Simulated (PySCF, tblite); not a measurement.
# C6H6O: dynamics, then NMR shifts on frames, part 2 of 2

tblite 0.8.0 and PySCF 2.14.0. Atoms count from 0. Earlier steps stand in the parts before.

## 5. NMR shieldings: 625 fs, PBE0/pcSseg-1

Job settings and geometry (Å):

```
{"job": {"kind": "nmr", "xc": "PBE0", "basis": "pcSseg-1", "pop": false}, "charge": 0, "multiplicity": 1}
O      1.147900    -1.412100    -0.039600
C      0.004100    -0.743100     0.400200
C     -0.214600    -0.223800     1.801800
C     -1.424900     0.392500     1.746500
C     -1.948300     0.184300     0.344800
C     -0.752900     0.118600    -0.511900
C     -1.443400    -1.068400    -0.234700
H      1.086300    -2.265900     0.422700
H      0.457700    -0.358700     2.613600
H     -2.031900     0.928500     2.415000
H     -2.829900     0.674500    -0.011800
H     -0.597600     0.609100    -1.446500
H     -1.848300    -1.897000    -0.794900
```

Method: GIAO PBE0/pcSseg-1 NMR shielding, non-relativistic, gas phase.

Output:

```text
coarse grid: 11328 points
cycle   1  E = -306.8098749950  dE =  1.655e+00  |g| = 6.232e-01  |ddm| = 3.539e+00
cycle   2  E = -306.7701366787  dE =  3.974e-02  |g| = 8.011e-01  |ddm| = 1.275e+00
cycle   3  E = -306.8874328283  dE = -1.173e-01  |g| = 8.923e-02  |ddm| = 7.544e-01
cycle   4  E = -306.8888448832  dE = -1.412e-03  |g| = 4.080e-02  |ddm| = 1.217e-01
cycle   5  E = -306.8892026197  dE = -3.577e-04  |g| = 1.439e-02  |ddm| = 4.596e-02
cycle   6  E = -306.8892509885  dE = -4.837e-05  |g| = 3.878e-03  |ddm| = 1.777e-02
cycle   7  E = -306.8892544321  dE = -3.444e-06  |g| = 6.613e-04  |ddm| = 4.407e-03
final grid: 110688 points
cycle   8  E = -306.9415162351  dE = -2.852e-05  |g| = 1.003e-02  |ddm| = 4.142e-02
cycle   9  E = -306.9414947966  dE =  2.144e-05  |g| = 1.460e-02  |ddm| = 2.563e-02
cycle  10  E = -306.9415380428  dE = -4.325e-05  |g| = 9.918e-04  |ddm| = 1.493e-02
cycle  11  E = -306.9415382417  dE = -1.989e-07  |g| = 1.981e-04  |ddm| = 1.047e-03
cycle  12  E = -306.9415382483  dE = -6.625e-09  |g| = 6.436e-05  |ddm| = 2.903e-04
cycle  13  E = -306.9415382490  dE = -6.974e-10  |g| = 3.442e-05  |ddm| = 9.179e-05
cycle  14  E = -306.9415382493  dE = -2.809e-10  |g| = 8.275e-06  |ddm| = 3.772e-05
converged SCF energy = -306.9415382493

GIAO shielding tensors (ppm)
atom      isotropic    diamagn.    paramagn.     s11        s22        s33       span
  0 O      276.631     385.356    -108.725    253.946    269.970    305.978     52.032
  1 C      107.084     236.259    -129.175     48.654     86.294    186.305    137.651
  2 C       50.466     249.182    -198.716    -54.199     62.440    143.158    197.357
  3 C       39.313     250.333    -211.020    -70.663     37.234    151.368    222.031
  4 C      161.908     259.960     -98.051    131.303    139.254    215.168     83.865
  5 C      135.083     235.269    -100.185     36.253    170.027    198.970    162.717
  6 C      121.557     257.910    -136.353    -12.471    176.852    200.290    212.761
  7 H       29.591      29.355       0.236     20.079     27.478     41.216     21.137
  8 H       25.829      29.766      -3.937     24.885     25.743     26.860      1.975
  9 H       25.569      31.175      -5.607     24.424     25.944     26.339      1.915
 10 H       30.749      33.259      -2.509     25.056     27.450     39.743     14.687
 11 H       28.099      29.395      -1.297     21.884     26.515     35.897     14.013
 12 H       27.336      33.447      -6.110     20.512     26.905     34.592     14.081
```

It took 20 s on 1 thread of Intel Xeon Platinum 8259CL at 2.50GHz, shared host; peak memory 0.73 GiB.

This run: δ C3 147.6, C2 136.5, C1 79.8, C6 65.4, H9 6.15, H8 5.89 ppm.

## 6. Nuclear shieldings: 800 fs, PBE0/pcSseg-1

Job settings and geometry (Å):

```
{"job": {"kind": "nmr", "xc": "PBE0", "basis": "pcSseg-1", "pop": false}, "charge": 0, "multiplicity": 1}
O      1.067300    -1.324300    -0.116500
C     -0.086000    -0.692000     0.239400
C     -0.570200    -0.370700     1.628800
C     -1.712600     0.314300     1.496600
C     -2.052900     0.331100     0.018100
C     -0.669500     0.415300    -0.711700
C     -1.400000    -0.835000    -0.644900
H      1.079700    -2.238300     0.105700
H      0.033600    -0.574700     2.508900
H     -2.422200     0.523000     2.332400
H     -2.924400     0.862500    -0.403800
H     -0.220500     0.923800    -1.527100
H     -1.691300    -1.667400    -1.314100
```

Level: GIAO PBE0/pcSseg-1 NMR shielding, non-relativistic, gas phase.

Output:

```text
coarse grid: 11328 points
cycle   1  E = -306.8152715827  dE =  1.418e+00  |g| = 6.118e-01  |ddm| = 3.505e+00
cycle   2  E = -306.7859825251  dE =  2.929e-02  |g| = 7.561e-01  |ddm| = 1.176e+00
cycle   3  E = -306.8886085945  dE = -1.026e-01  |g| = 7.369e-02  |ddm| = 6.798e-01
cycle   4  E = -306.8894378098  dE = -8.292e-04  |g| = 3.902e-02  |ddm| = 1.064e-01
cycle   5  E = -306.8897768956  dE = -3.391e-04  |g| = 1.115e-02  |ddm| = 4.343e-02
cycle   6  E = -306.8898038101  dE = -2.691e-05  |g| = 4.325e-03  |ddm| = 1.482e-02
cycle   7  E = -306.8898083163  dE = -4.506e-06  |g| = 5.332e-04  |ddm| = 4.645e-03
final grid: 110688 points
cycle   8  E = -306.9428283710  dE = -2.624e-05  |g| = 9.055e-03  |ddm| = 3.247e-02
cycle   9  E = -306.9428117949  dE =  1.658e-05  |g| = 1.292e-02  |ddm| = 2.337e-02
cycle  10  E = -306.9428466204  dE = -3.483e-05  |g| = 8.128e-04  |ddm| = 1.346e-02
cycle  11  E = -306.9428467550  dE = -1.346e-07  |g| = 2.155e-04  |ddm| = 9.452e-04
cycle  12  E = -306.9428467624  dE = -7.353e-09  |g| = 1.094e-04  |ddm| = 3.137e-04
cycle  13  E = -306.9428467652  dE = -2.802e-09  |g| = 3.127e-05  |ddm| = 1.226e-04
cycle  14  E = -306.9428467654  dE = -2.236e-10  |g| = 6.980e-06  |ddm| = 3.393e-05
converged SCF energy = -306.9428467654

GIAO shielding tensors (ppm)
atom      isotropic    diamagn.    paramagn.     s11        s22        s33       span
  0 O      295.634     386.446     -90.811    263.718    298.810    324.375     60.656
  1 C      109.879     236.461    -126.582     54.803     84.967    189.867    135.064
  2 C       42.425     251.640    -209.215    -63.164     50.983    139.456    202.620
  3 C       46.443     249.741    -203.298    -65.786     62.129    142.986    208.771
  4 C      155.760     259.158    -103.398    123.685    133.152    210.445     86.760
  5 C      120.127     240.022    -119.895    -11.344    166.331    205.395    216.739
  6 C      112.754     256.974    -144.220     -8.829    163.902    183.189    192.018
  7 H       30.940      31.767      -0.827     22.115     26.508     44.195     22.080
  8 H       25.299      29.138      -3.839     24.893     25.271     25.735      0.842
  9 H       25.148      27.965      -2.818     24.229     24.353     26.860      2.631
 10 H       29.384      31.349      -1.966     24.115     26.187     37.849     13.735
 11 H       27.459      30.044      -2.585     21.324     26.425     34.628     13.303
 12 H       26.344      32.276      -5.932     20.080     26.308     32.645     12.565
```

It took 21 s on 1 thread of Intel Xeon Platinum 8259CL at 2.50GHz, shared host; peak memory 0.73 GiB.

This run: δ C2 144.5, C3 140.5, C1 77.0, C6 74.2, H9 6.57, H8 6.42 ppm.

## 7. Shielding tensors: 1000 fs, PBE0/pcSseg-1

Job settings and geometry (Å):

```
{"job": {"kind": "nmr", "xc": "PBE0", "basis": "pcSseg-1", "pop": false}, "charge": 0, "multiplicity": 1}
O      1.026700    -1.266900    -0.067400
C     -0.149600    -0.661800     0.265800
C     -0.676100    -0.648100     1.710200
C     -1.963100    -0.285500     1.588700
C     -2.282400    -0.169700     0.128100
C     -0.956000     0.333800    -0.537400
C     -1.406900    -1.061400    -0.587900
H      1.576100    -0.735900    -0.598800
H     -0.172400    -0.973300     2.627900
H     -2.741700    -0.109600     2.269000
H     -3.251000     0.156000    -0.197700
H     -0.522600     1.274700    -0.918000
H     -1.601800    -1.675400    -1.500100
```

Method: GIAO PBE0/pcSseg-1 NMR shielding, non-relativistic, gas phase.

Output:

```text
coarse grid: 11328 points
cycle   1  E = -306.7948266135  dE =  1.556e+00  |g| = 6.242e-01  |ddm| = 3.552e+00
cycle   2  E = -306.7609431574  dE =  3.388e-02  |g| = 7.794e-01  |ddm| = 1.213e+00
cycle   3  E = -306.8715108923  dE = -1.106e-01  |g| = 7.731e-02  |ddm| = 7.091e-01
cycle   4  E = -306.8724765106  dE = -9.656e-04  |g| = 3.954e-02  |ddm| = 1.080e-01
cycle   5  E = -306.8728277431  dE = -3.512e-04  |g| = 1.136e-02  |ddm| = 4.424e-02
cycle   6  E = -306.8728553752  dE = -2.763e-05  |g| = 4.399e-03  |ddm| = 1.530e-02
cycle   7  E = -306.8728599690  dE = -4.594e-06  |g| = 5.562e-04  |ddm| = 4.754e-03
final grid: 110688 points
cycle   8  E = -306.9250515847  dE = -2.677e-05  |g| = 8.889e-03  |ddm| = 3.621e-02
cycle   9  E = -306.9250353430  dE =  1.624e-05  |g| = 1.279e-02  |ddm| = 2.282e-02
cycle  10  E = -306.9250689232  dE = -3.358e-05  |g| = 8.035e-04  |ddm| = 1.312e-02
cycle  11  E = -306.9250690577  dE = -1.344e-07  |g| = 2.300e-04  |ddm| = 9.643e-04
cycle  12  E = -306.9250690661  dE = -8.431e-09  |g| = 1.188e-04  |ddm| = 3.191e-04
cycle  13  E = -306.9250690694  dE = -3.322e-09  |g| = 3.119e-05  |ddm| = 1.335e-04
cycle  14  E = -306.9250690697  dE = -2.285e-10  |g| = 5.834e-06  |ddm| = 3.676e-05
converged SCF energy = -306.9250690697

GIAO shielding tensors (ppm)
atom      isotropic    diamagn.    paramagn.     s11        s22        s33       span
  0 O      306.245     384.760     -78.515    268.918    303.777    346.039     77.121
  1 C      107.932     232.042    -124.110     53.163     87.602    183.031    129.868
  2 C       45.623     246.735    -201.112    -63.951     56.119    144.700    208.651
  3 C       43.123     250.562    -207.439    -70.417     49.488    150.298    220.715
  4 C      156.234     262.557    -106.323    120.466    139.157    209.078     88.612
  5 C      119.739     246.518    -126.779    -22.179    177.004    204.390    226.569
  6 C      123.488     253.409    -129.921     17.056    166.323    187.086    170.030
  7 H       31.860      33.392      -1.532     22.553     28.001     45.026     22.473
  8 H       25.097      27.840      -2.743     23.684     24.651     26.956      3.272
  9 H       25.913      31.427      -5.514     25.032     26.168     26.539      1.507
 10 H       30.289      34.040      -3.750     24.995     27.308     38.565     13.570
 11 H       25.235      29.561      -4.327     17.382     26.956     31.366     13.984
 12 H       26.896      31.183      -4.286     21.439     25.228     34.022     12.583
```

Wall time 21 s (1 thread of Intel Xeon Platinum 8259CL at 2.50GHz, shared host); peak memory 0.73 GiB.

Key values: δ C3 143.8, C2 141.3, C1 79.0, C5 67.2, H8 6.62, H11 6.48 ppm.

## 8. Side by side: NMR shifts

Shifts (ppm) of some atoms, chosen among heavy atoms and hydrogens apart, with basis size and wall time:

```
  frame     C3    C5    C6    C4   H11     H7    O0  functions  time
 250 fs  145.1  66.3  65.7  30.8  4.39   2.25  68.0        149  20 s
 425 fs  161.4  52.0  38.7  36.1  3.06   1.38  51.9        149  19 s
 625 fs  147.6  51.8  65.4  25.0  3.62   2.13  59.4        149  20 s
 800 fs  140.5  66.8  74.2  31.2  4.26   0.78  40.4        149  21 s
1000 fs  143.8  67.2  63.4  30.7  6.48  -0.14  29.8        149  21 s
```

## 9. Summary of results

The summary covers parts 1 to 2.

| quantity | value |
| --- | --- |
| thermostat | 300 K |
| mean temperature, second half | 341 K |
| mean potential energy above the minimum | 0.52 eV |
| 13C shifts against TMS (PBE0/pcSseg-1, 250 fs) | 146.8, 145.1, 79.4, 66.3, 65.7, 30.8 ppm |
| 1H shifts against TMS (PBE0/pcSseg-1, 250 fs) | 6.55, 6.48, 4.82, 4.39, 2.25, 1.30 ppm |
| 17O shifts against H2O (PBE0/pcSseg-1, 250 fs) | 68.0 ppm |
| range of the shift of O0 | 29.8 to 68.0 ppm |

In words: In the second half the potential energy averages 0.52 eV above the minimum; equipartition over 33 harmonic modes at 300 K would give 0.43 eV. With 13 atoms the temperature swings widely (118 to 510 K). Shifts at one fixed geometry are not the observed spectrum, which averages over the motion. In the first frame run (250 fs): Shielding is most anisotropic at C3 (span 232 ppm, paramagnetic term -209 ppm). In ppm, O0 moves most: its shift spreads over 38.2 ppm, from 29.8 (1000 fs) to 68.0 (250 fs).
